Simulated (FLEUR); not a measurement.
# SnSe2 under changes of volume

One of the cells (25.726 Å³/atom); the others are scaled copies at fixed shape and fractional positions:

```
CELL_PARAMETERS angstrom
3.81100 0.00000 0.00000
-1.90550 3.30042 0.00000
0.00000 0.00000 6.13600
ATOMIC_POSITIONS crystal
Sn 0.00000 0.00000 0.00000
Se 0.66667 0.33333 0.75100
Se 0.33333 0.66667 0.24900
```

| Quantity | Value |
| --- | --- |
| Program | FLEUR MaX-R8.1 (later development tree) |
| Functional | PBE |
| Potentials or basis | all-electron |
| Basis | FLAPW |
| Kmax | 4.43 1/bohr |
| k mesh | 8 × 8 × 5 |
| Occupations | fermi-dirac, width 0.05 eV |
| Spin | no spin polarisation |

```tsv
volume (Å³/atom)	energy over the lowest point (meV/atom)	gap on the mesh (eV)
24.182	?	?
24.697	78.85	0.86
25.726	31.95	0.81
26.755	6.23	0.76
27.270	0.00	0.73
```

What does the run at 24.182 Å³/atom give?

Energy over the lowest point 111.83 meV/atom; gap on the mesh 0.89 eV.

Worked out: A Birch-Murnaghan fit of order 2 (a polynomial in V^(-2/3)) to the other rows has its minimum at 27.83 Å³/atom, just outside them, with B0 = V·E''(V) = 60 GPa at fixed shape and positions, which overstates the stiffness. It gives 111.56 meV/atom at 24.182 Å³/atom, against the run's 111.83. A straight line through the other rows of the gap, of slope -1.3 eV per unit of ln V, extrapolates to 0.89 eV, against the run's 0.89.

Energies are extrapolated to zero smearing.

Caveats: spin-orbit coupling is left out, which moves the levels of the heavy elements; an odd mesh through Γ misses points on the zone boundary, where band edges often lie; this functional lacks dispersion, which binds the layers, so the pressure and a relaxed spacing across them are unreliable.
